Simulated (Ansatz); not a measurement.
# LiBH4: the cost of one run

Computed with the Python package of Ansatz 0.2.0. The levels of theory stand in the script.

## 1. The system

The structure is cubic, space group F-43m (No. 216). The conventional cell has a = 5.711 Å, b = 5.711 Å, c = 5.711 Å, α = 90.00°, β = 90.00°, γ = 90.00°. Li (site symmetry -43m) has 12 H at 2.37 Å as nearest neighbours. B (site symmetry -43m) has 4 H at 1.22 Å as nearest neighbours. H (site symmetry 3m) is surrounded by 1 B at 1.22 Å.

libh4.cif, read by the script:

```cif
data_LiBH4
_cell_length_a 4.038031
_cell_length_b 4.038031
_cell_length_c 4.038031
_cell_angle_alpha 60.00000
_cell_angle_beta 60.00000
_cell_angle_gamma 60.00000
_symmetry_space_group_name_H-M 'P 1'
_symmetry_Int_Tables_number 1
loop_
_symmetry_equiv_pos_as_xyz
'x, y, z'
loop_
_atom_site_label
_atom_site_type_symbol
_atom_site_fract_x
_atom_site_fract_y
_atom_site_fract_z
Li1 Li    0.000000    0.000000    0.000000
B2 B    0.500000    0.500000    0.500000
H3 H    0.376787    0.376787    0.376787
H4 H    0.869640    0.376787    0.376787
H5 H    0.376787    0.376787    0.869640
H6 H    0.376787    0.869640    0.376787
```

## 2. The script

The input, lattice_libh4.py:

```python
# -*- coding: utf-8 -*-
"""How the lattice of LiBH4 depends on the functional."""

import logging
import sys

import ansatz as az
from ase.io import read
import numpy as np

logging.basicConfig(stream=sys.stdout, format="%(levelname)s:%(name)s:%(message)s")
logger = logging.getLogger("run")
logger.setLevel(logging.INFO)

def edges_and_angles(cell):
    cell = np.asarray(cell)
    a, b, c = np.linalg.norm(cell, axis=1)
    cosines = cell[1] @ cell[2] / (b * c), cell[0] @ cell[2] / (a * c), cell[0] @ cell[1] / (a * b)
    return (a, b, c, *np.degrees(np.arccos(cosines)))

atoms = read("libh4.cif")
crystal = az.Crystal.from_ase(atoms)

calc = (
    crystal.calculation()
    .basis(41 * az.Ry)
    .kpoints(5, 5, 5)
    .occupations(az.OccupationsMethod.FIXED)
    .relax(cell=True)
)

levels = [("pbesol", "none"), ("blyp", "d3bj"), ("lda", "none")]
logger.info("level            a       b       c    alpha   beta  gamma  V/atom  steps")
for name, dispersion in levels:
    seen = []
    run = calc.functional(name, dispersion=dispersion).session().plan()
    done = run.execute(on_event=lambda e: seen.append(e) if e["event"] == "relax_step" else None)
    cell = done.lattice.cell_ang
    label = name if dispersion == "none" else f"{name}+{dispersion}"
    print("{:13s} {:7.4f} {:7.4f} {:7.4f} {:6.2f} {:6.2f} {:6.2f}".format(label, *edges_and_angles(cell)), f"{abs(np.linalg.det(cell)) / len(done.lattice.sites):7.3f} {len(seen):5d}")
```

## 3. The input behind the calls

The package turns the script's settings into the engine's input (first run):

```yaml
crystal:
  lattice:
    - [4.038031, 0.0, 0.0]
    - [2.0190155000000005, 3.4970374272690803, 0.0]
    - [2.0190155000000005, 1.165679142423027, 3.2970385051801663]
  atoms:
    - { symbol: Li, position: [0.0, 0.0, 0.0] }
    - { symbol: B, position: [0.4999999999999999, 0.5, 0.5] }
    - { symbol: H, position: [0.37678700000000004, 0.376787, 0.376787] }
    - { symbol: H, position: [0.8696400000000003, 0.376787, 0.376787] }
    - { symbol: H, position: [0.37678700000000004, 0.37678700000000004, 0.8696399999999999] }
    - { symbol: H, position: [0.376787, 0.8696400000000001, 0.376787] }
basis:
  ecutwfc: 557.833418042754
kpoints:
  mp_grid:
    grid: [5, 5, 5]
hamiltonian:
  xc: pbesol
  dispersion: none
scf:
  occupations:
    method: fixed
relax:
  cell: {}
```

## 4. Running it

Run with:

```console
$ python lattice_libh4.py
```

Q: Estimate wall time and peak memory on 1 thread of Intel Xeon 6975P-C (Granite Rapids), shared host.

About 10 s, with a peak of 0.46 GiB.
